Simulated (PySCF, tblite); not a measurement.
# C7H7OS−: dynamics, then NMR shifts on frames, part 2 of 2

tblite 0.8.0 and PySCF 2.14.0. Atoms count from 0. Earlier steps stand in the parts before.

### Step 5. Nuclear shieldings: 625 fs, PBE0/pcSseg-1

The job: settings as JSON, then the geometry in Å.

```
{"job": {"kind": "nmr", "xc": "PBE0", "basis": "pcSseg-1", "pop": false}, "charge": -1, "multiplicity": 1}
O      0.389800     1.470300     3.061800
C      0.587500     1.094800     1.924500
S      2.122200     1.542000     0.971800
C      1.623400     0.697500    -0.434200
C      0.440400     0.067100    -0.260700
C     -0.097700     0.257800     1.028500
C     -1.441900    -0.259800     1.451500
C     -2.503000    -0.709100     0.502300
C     -1.723800    -1.737800     1.311500
H      2.135500     0.678000    -1.372600
H     -0.165100    -0.409100    -1.018100
H     -1.845700     0.173800     2.404700
H     -2.354100    -0.532300    -0.592100
H     -3.582400    -0.634100     0.745200
H     -2.262000    -2.311100     2.027700
H     -1.084600    -2.334900     0.645200
```

With the program's defaults for keys left out, this is: GIAO PBE0/pcSseg-1 NMR shielding, non-relativistic, gas phase.

The program printed:

```text
coarse grid: 14656 points
cycle   1  E = -743.5331796114  dE =  1.679e+00  |g| = 8.615e-01  |ddm| = 4.041e+00
cycle   2  E = -743.0437514414  dE =  4.894e-01  |g| = 1.744e+00  |ddm| = 3.777e+00
cycle   3  E = -743.6732550435  dE = -6.295e-01  |g| = 3.167e-01  |ddm| = 3.087e+00
cycle   4  E = -743.6969498288  dE = -2.369e-02  |g| = 1.079e-01  |ddm| = 5.119e-01
cycle   5  E = -743.6993236837  dE = -2.374e-03  |g| = 4.756e-02  |ddm| = 1.787e-01
cycle   6  E = -743.6999086444  dE = -5.850e-04  |g| = 1.012e-02  |ddm| = 7.515e-02
cycle   7  E = -743.6999338519  dE = -2.521e-05  |g| = 4.742e-03  |ddm| = 2.006e-02
cycle   8  E = -743.6999393094  dE = -5.457e-06  |g| = 1.111e-03  |ddm| = 6.781e-03
final grid: 139016 points
cycle   9  E = -743.7671842829  dE = -2.359e-05  |g| = 1.228e-02  |ddm| = 3.994e-02
cycle  10  E = -743.7671143783  dE =  6.990e-05  |g| = 2.179e-02  |ddm| = 3.909e-02
cycle  11  E = -743.7672153054  dE = -1.009e-04  |g| = 3.203e-03  |ddm| = 2.923e-02
cycle  12  E = -743.7672176400  dE = -2.335e-06  |g| = 3.415e-04  |ddm| = 4.193e-03
cycle  13  E = -743.7672176607  dE = -2.070e-08  |g| = 2.349e-04  |ddm| = 8.846e-04
cycle  14  E = -743.7672176755  dE = -1.478e-08  |g| = 5.090e-05  |ddm| = 3.156e-04
cycle  15  E = -743.7672176761  dE = -6.291e-10  |g| = 1.874e-05  |ddm| = 8.907e-05
converged SCF energy = -743.7672176761

GIAO shielding tensors (ppm)
atom      isotropic    diamagn.    paramagn.     s11        s22        s33       span
  0 O       33.366     398.782    -365.415   -194.786     -4.829    299.714    494.501
  1 C        7.091     248.222    -241.131    -50.950     25.877     46.346     97.296
  2 S      338.934    1055.587    -716.653    149.962    402.894    463.947    313.985
  3 C       97.367     256.678    -159.311      9.701    133.423    148.976    139.275
  4 C       65.292     249.774    -184.483    -31.565     70.270    157.170    188.735
  5 C       89.480     255.447    -165.967     51.156     78.436    138.848     87.693
  6 C      170.338     239.889     -69.551    138.263    163.812    208.939     70.676
  7 C      172.907     250.919     -78.013    141.951    168.683    208.086     66.134
  8 C      178.152     253.261     -75.109    137.238    175.057    222.162     84.924
  9 H       27.248      32.242      -4.994     23.681     25.822     32.240      8.558
 10 H       26.012      33.221      -7.208     22.910     24.351     30.774      7.864
 11 H       28.850      30.032      -1.182     21.576     28.017     36.958     15.382
 12 H       30.573      30.925      -0.352     24.137     29.998     37.583     13.446
 13 H       30.803      29.518       1.285     24.584     27.342     40.484     15.900
 14 H       32.088      31.656       0.432     26.018     27.882     42.364     16.346
 15 H       31.604      31.079       0.526     25.581     30.299     38.932     13.351
```

Run time: 23 s. Hardware: 1 thread of Arm Neoverse V2, shared host; peak memory 0.89 GiB.

Key values: δ C1 179.8, C4 121.6, C5 97.4, C3 89.6, H10 5.70, H9 4.47 ppm.

### Step 6. Shielding tensors: 800 fs, PBE0/pcSseg-1

The job: settings as JSON, then the geometry in Å.

```
{"job": {"kind": "nmr", "xc": "PBE0", "basis": "pcSseg-1", "pop": false}, "charge": -1, "multiplicity": 1}
O      0.863300     1.146300     3.475700
C      0.891400     0.908200     2.275300
S      2.271300     1.526800     1.271000
C      1.563000     0.888000    -0.205200
C      0.433000     0.218200     0.083000
C     -0.014900     0.270200     1.381400
C     -1.160100    -0.440700     1.897500
C     -2.507500    -0.494200     1.107700
C     -1.740400    -1.731800     1.365200
H      2.058700     1.031500    -1.121400
H     -0.149700    -0.130300    -0.716100
H     -1.194500    -0.282400     2.976100
H     -2.585600    -0.091900     0.091400
H     -3.341100    -0.397100     1.741600
H     -2.244000    -2.388400     2.070900
H     -1.191500    -2.223500     0.538500
```

Level: GIAO PBE0/pcSseg-1 NMR shielding, non-relativistic, gas phase.

The program printed:

```text
coarse grid: 14656 points
cycle   1  E = -743.5240614483  dE =  1.797e+00  |g| = 8.796e-01  |ddm| = 4.084e+00
cycle   2  E = -743.0144007410  dE =  5.097e-01  |g| = 1.774e+00  |ddm| = 4.097e+00
cycle   3  E = -743.6712149973  dE = -6.568e-01  |g| = 3.210e-01  |ddm| = 3.368e+00
cycle   4  E = -743.6951537647  dE = -2.394e-02  |g| = 1.121e-01  |ddm| = 5.432e-01
cycle   5  E = -743.6977907342  dE = -2.637e-03  |g| = 4.773e-02  |ddm| = 1.885e-01
cycle   6  E = -743.6983891145  dE = -5.984e-04  |g| = 9.520e-03  |ddm| = 7.696e-02
cycle   7  E = -743.6984101994  dE = -2.108e-05  |g| = 4.731e-03  |ddm| = 1.973e-02
cycle   8  E = -743.6984156792  dE = -5.480e-06  |g| = 1.164e-03  |ddm| = 6.963e-03
final grid: 139016 points
cycle   9  E = -743.7655347588  dE = -2.488e-05  |g| = 1.249e-02  |ddm| = 4.317e-02
cycle  10  E = -743.7654592543  dE =  7.550e-05  |g| = 2.237e-02  |ddm| = 4.067e-02
cycle  11  E = -743.7655671013  dE = -1.078e-04  |g| = 3.255e-03  |ddm| = 3.096e-02
cycle  12  E = -743.7655695033  dE = -2.402e-06  |g| = 3.435e-04  |ddm| = 4.387e-03
cycle  13  E = -743.7655695266  dE = -2.335e-08  |g| = 2.252e-04  |ddm| = 9.145e-04
cycle  14  E = -743.7655695399  dE = -1.333e-08  |g| = 5.103e-05  |ddm| = 3.077e-04
cycle  15  E = -743.7655695405  dE = -6.041e-10  |g| = 2.232e-05  |ddm| = 9.417e-05
converged SCF energy = -743.7655695405

GIAO shielding tensors (ppm)
atom      isotropic    diamagn.    paramagn.     s11        s22        s33       span
  0 O       10.291     397.373    -387.082   -245.037    -44.255    320.165    565.203
  1 C        0.012     246.969    -246.956    -60.315     25.244     35.108     95.422
  2 S      337.254    1055.864    -718.610    134.970    424.029    452.763    317.793
  3 C       99.340     254.797    -155.456     17.688    135.105    145.227    127.539
  4 C       68.813     250.591    -181.778    -22.079     66.446    162.071    184.150
  5 C       94.353     254.302    -159.949     55.654     83.251    144.155     88.501
  6 C      174.057     244.036     -69.979    128.856    168.860    224.456     95.600
  7 C      179.280     249.671     -70.390    151.006    171.030    215.806     64.800
  8 C      170.841     251.721     -80.879    144.439    170.837    197.248     52.810
  9 H       27.676      33.143      -5.467     24.492     27.034     31.502      7.010
 10 H       26.797      34.422      -7.625     23.696     25.301     31.394      7.698
 11 H       29.348      31.295      -1.946     21.669     29.035     37.341     15.671
 12 H       31.436      30.546       0.890     25.739     30.124     38.445     12.706
 13 H       32.429      31.430       0.999     25.692     28.865     42.729     17.037
 14 H       31.123      30.142       0.981     25.137     27.389     40.841     15.704
 15 H       30.856      30.484       0.372     25.596     29.737     37.234     11.639
```

Run time: 23 s. Hardware: 1 thread of Arm Neoverse V2, shared host; peak memory 0.89 GiB.

Key values: δ C1 186.9, C4 118.1, C5 92.6, C3 87.6, H10 4.92, H9 4.04 ppm.

### Step 7. Nuclear shieldings: 1000 fs, PBE0/pcSseg-1

The job: settings as JSON, then the geometry in Å.

```
{"job": {"kind": "nmr", "xc": "PBE0", "basis": "pcSseg-1", "pop": false}, "charge": -1, "multiplicity": 1}
O      1.387900     0.972400     3.340000
C      1.153400     0.994100     2.125200
S      2.413800     1.692100     0.910400
C      1.345600     1.264600    -0.405100
C      0.211800     0.672300     0.023900
C      0.071400     0.462600     1.391200
C     -1.003700    -0.113100     2.224900
C     -2.397200     0.449200     2.154900
C     -2.096700    -0.930600     1.606600
H      1.581900     1.589500    -1.426800
H     -0.606500     0.349000    -0.619600
H     -0.671200    -0.308300     3.223700
H     -2.605100     1.260200     1.446800
H     -3.056700     0.429700     3.042300
H     -2.469000    -1.783500     2.173100
H     -2.039000    -0.947300     0.550900
```

With the program's defaults for keys left out, this is: GIAO PBE0/pcSseg-1 NMR shielding, non-relativistic, gas phase.

The program printed:

```text
coarse grid: 14656 points
cycle   1  E = -743.5299886750  dE =  1.668e+00  |g| = 8.770e-01  |ddm| = 4.042e+00
cycle   2  E = -742.8962144935  dE =  6.338e-01  |g| = 1.907e+00  |ddm| = 4.189e+00
cycle   3  E = -743.6743858360  dE = -7.782e-01  |g| = 3.321e-01  |ddm| = 3.521e+00
cycle   4  E = -743.7004051380  dE = -2.602e-02  |g| = 1.218e-01  |ddm| = 5.605e-01
cycle   5  E = -743.7034703606  dE = -3.065e-03  |g| = 5.281e-02  |ddm| = 1.970e-01
cycle   6  E = -743.7041946967  dE = -7.243e-04  |g| = 1.154e-02  |ddm| = 8.329e-02
cycle   7  E = -743.7042265314  dE = -3.183e-05  |g| = 5.823e-03  |ddm| = 2.346e-02
cycle   8  E = -743.7042350981  dE = -8.567e-06  |g| = 1.242e-03  |ddm| = 8.223e-03
final grid: 139016 points
cycle   9  E = -743.7712612457  dE = -2.405e-05  |g| = 1.282e-02  |ddm| = 4.498e-02
cycle  10  E = -743.7711767073  dE =  8.454e-05  |g| = 2.364e-02  |ddm| = 4.191e-02
cycle  11  E = -743.7712948321  dE = -1.181e-04  |g| = 3.369e-03  |ddm| = 3.161e-02
cycle  12  E = -743.7712974152  dE = -2.583e-06  |g| = 3.782e-04  |ddm| = 4.390e-03
cycle  13  E = -743.7712974416  dE = -2.645e-08  |g| = 2.563e-04  |ddm| = 9.559e-04
cycle  14  E = -743.7712974592  dE = -1.752e-08  |g| = 5.733e-05  |ddm| = 3.458e-04
cycle  15  E = -743.7712974599  dE = -7.424e-10  |g| = 2.422e-05  |ddm| = 9.577e-05
converged SCF energy = -743.7712974599

GIAO shielding tensors (ppm)
atom      isotropic    diamagn.    paramagn.     s11        s22        s33       span
  0 O      -16.102     397.906    -414.008   -254.250    -58.283    264.228    518.478
  1 C       -9.405     247.740    -257.145    -66.341     10.636     27.491     93.832
  2 S      325.220    1055.712    -730.492     69.198    421.531    484.930    415.732
  3 C      100.411     254.556    -154.146     24.831    132.977    143.424    118.593
  4 C       68.445     249.695    -181.250    -16.996     65.466    156.865    173.862
  5 C       88.781     253.312    -164.530     41.487     86.244    138.613     97.126
  6 C      174.288     242.843     -68.555    142.697    165.790    214.376     71.679
  7 C      172.383     254.773     -82.390    137.454    170.831    208.864     71.409
  8 C      183.239     250.092     -66.853    163.430    171.249    215.039     51.608
  9 H       27.148      31.279      -4.131     23.185     26.255     32.003      8.818
 10 H       26.215      32.836      -6.621     23.046     25.804     29.794      6.748
 11 H       29.461      32.038      -2.577     22.301     28.327     37.754     15.452
 12 H       31.712      30.793       0.919     25.979     30.473     38.684     12.705
 13 H       31.148      30.107       1.040     25.543     26.990     40.909     15.366
 14 H       31.306      29.997       1.310     24.941     27.494     41.485     16.544
 15 H       32.029      32.392      -0.363     25.198     30.475     40.415     15.217
```

It took 23 s on 1 thread of Arm Neoverse V2, shared host; peak memory 0.89 GiB.

In short: δ C1 196.3, C4 118.5, C5 98.1, C3 86.5, H10 5.50, H9 4.57 ppm.

### Step 8. Side by side: NMR shifts

Shifts (ppm) of some atoms, chosen among heavy atoms and hydrogens apart, with basis size and wall time:

```csv
frame,C1,C4,C8,H14,H13,O0,S2,functions,time
250 fs,188.9,133.2,2.5,-0.70,-1.36,361.0,209,195,23 s
425 fs,185.5,118.3,10.1,0.92,-0.31,322.5,158,195,22 s
625 fs,179.8,121.6,8.8,-0.37,0.91,302.7,165,195,23 s
800 fs,186.9,118.1,16.1,0.59,-0.71,325.8,166,195,23 s
1000 fs,196.3,118.5,3.7,0.41,0.57,352.2,179,195,23 s
```

### Step 9. What came out

This closing draws on all 2 parts.

```
                                      quantity                                            value
                                    thermostat                                            200 K
                 mean temperature, second half                                            201 K
       mean potential energy above the minimum                                          0.20 eV
13C shifts against TMS (PBE0/pcSseg-1, 250 fs)     188.9, 133.2, 94.8, 89.9, 17.4, 5.3, 2.5 ppm
 1H shifts against TMS (PBE0/pcSseg-1, 250 fs)  5.82, 3.98, 2.61, 0.41, -0.20, -0.70, -1.36 ppm
17O shifts against H2O (PBE0/pcSseg-1, 250 fs)                                        361.0 ppm
33S shifts against CS2 (PBE0/pcSseg-1, 250 fs)                                          209 ppm
                      range of the shift of O0                               302.7 to 361.0 ppm
```

What this shows: In the second half the potential energy averages 0.20 eV above the minimum; equipartition over 42 harmonic modes at 200 K would give 0.36 eV. With 16 atoms the temperature swings widely (101 to 313 K). Shifts at one fixed geometry are not the observed spectrum, which averages over the motion. In the first frame run (250 fs): The widest tensor belongs to O0: span 564 ppm, with a paramagnetic part of -424 ppm. Across the 5 runs the shift of O0 moves most, between 302.7 (625 fs) and 361.0 ppm (250 fs).
